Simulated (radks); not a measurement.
# Te²⁺ in [Kr] 4d10 5s2 5p2: an all-electron calculation

One table from this session's results is given with a row withheld; the runs are named, their logs left out.

Method: non-relativistic Kohn-Sham, SCAN, spin-unpolarised, spherical densities, point nucleus. Code: radks (a radial shooting solver on a logarithmic mesh, Libxc functionals) version 1.

### The system

| Item | Value |
| --- | --- |
| element | tellurium (Z = 52) |
| charge | +2 |
| electrons | 50 |
| configuration | [Kr] 4d10 5s2 5p2 |

The outer shells:

Te²⁺
```
[Kr] core
4d [↑↓][↑↓][↑↓][↑↓][↑↓]
5s [↑↓]
5p [↑ ][↑ ][  ]
```

Set-up of the first run:

Settings of this run:

```text
Z 52
configuration [Kr] 4d10 5s2 5p2
relativity non-relativistic
functional scan,scan
spin unpolarised
nucleus point
```

Started as:

```sh
python run_ks.py task.json out
```

This one command runs every case of the session in turn.

One of the session's tables, all rows but one given; the rest of the session is left out.

It belongs to the step «Orbitals and density». Radial moments (bohr):

```
level      <r>  outermost maximum (interpolated)  90 % within  nodes
   1s  0.02924                            0.0194       0.0520      0
   2s        ?                                 ?            ?      ?
   2p   0.1074                            0.0838        0.174      0
   3s   0.3349                             0.305        0.491      2
   3p   0.3259                             0.292        0.488      1
   3d   0.2970                             0.239        0.466      0
   4s   0.7947                             0.728         1.14      3
   4p   0.8339                             0.750         1.22      2
   4d   0.9613                             0.807         1.47      1
   5s    2.057                              1.82         2.97      4
   5p    2.353                              2.08         3.43      3
```

**Question.** Estimate the row for 2s.

As computed: <r>: 0.1259; outermost maximum (interpolated): 0.107; 90 % within: 0.194; nodes: 1. In the column «<r>» it lies between 2p (0.1074) and 3d (0.2970).

Caveats from the session: Relativity is left out here, which matters for elements this heavy. Spin polarisation and multiplet splitting are left out.
